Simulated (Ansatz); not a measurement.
# Na2ZrO2: the cost of one run

Method: DFT PBE, scalar-relativistic, plane waves, PAW, in Ansatz 0.2.0.

## (1) The structure to begin with

It takes space group R-3m (No. 166, trigonal). Conventional cell: a = 5.125 Å, b = 5.125 Å, c = 11.399 Å, α = 90.00°, β = 90.00°, γ = 120.00°. Na (site symmetry 3m) has 1 O at 1.79 Å in its first shell of neighbours. Around Zr (site symmetry -3m) lie 8 Na at 3.02 to 3.18 Å and 6 O at 3.18 Å. O (site symmetry 3m) has 1 O at 1.45 Å and 1 Na at 1.79 Å in its first shell of neighbours.

Coordinates:

```cif
data_structure
_symmetry_space_group_name_H-M 'R-3m:H'
_symmetry_Int_Tables_number 166
_cell_length_a 5.1252
_cell_length_b 5.1252
_cell_length_c 11.3986
_cell_angle_alpha 90.000
_cell_angle_beta 90.000
_cell_angle_gamma 120.000
_cell_volume 259.31
loop_
_atom_site_label
_atom_site_type_symbol
_atom_site_symmetry_multiplicity
_atom_site_Wyckoff_symbol
_atom_site_fract_x
_atom_site_fract_y
_atom_site_fract_z
_atom_site_occupancy
Na1 Na 6 c 0.33333 0.66667 0.44604 1
Zr1 Zr 3 b 0.33333 0.66667 0.16667 1
O1 O 6 c 0.33333 0.66667 0.73047 1
```

The cell is invented: random cell by space group and Wyckoff sites (R-3m, No. 166). The dimensions are guesses.

## (2) Probe: one point on a coarse mesh

Contents of input.yaml:

```yaml
crystal:
  lattice:
    - [2.56261979, 1.47952923, 3.79954714]
    - [-2.56261979, 1.47952923, 3.79954714]
    - [0.0, -2.95905845, 3.79954714]
  atoms:
    - { symbol: Na, position: [0.77937707, 0.77937707, 0.77937707] }
    - { symbol: Na, position: [0.22062293, 0.22062293, 0.22062293] }
    - { symbol: Zr, position: [0.5, 0.5, 0.5] }
    - { symbol: O, position: [0.0638006, 0.0638006, 0.0638006] }
    - { symbol: O, position: [0.9361994, 0.9361994, 0.9361994] }
basis:
  ecutwfc: 420
kpoints:
  mp_grid: { grid: [6, 6, 6] }
hamiltonian:
  xc: pbe
scf:
  occupations: { method: gaussian, width: 0.1 }
  lower_state_search: "off"
output:
  forces: true
  stress: true
  eigenvalues: true
```

Run with:

```
$ ansatz run input.yaml --threads 1 --pin off --max-ram 2560MiB --backend cpu --events-out ev --progress --plain --runs-dir out
```

**Question.** How long does this run take on 1 thread of Arm Neoverse V1, shared host, and how much memory does it need?

About 4.1 s, with a peak of 0.37 GiB.
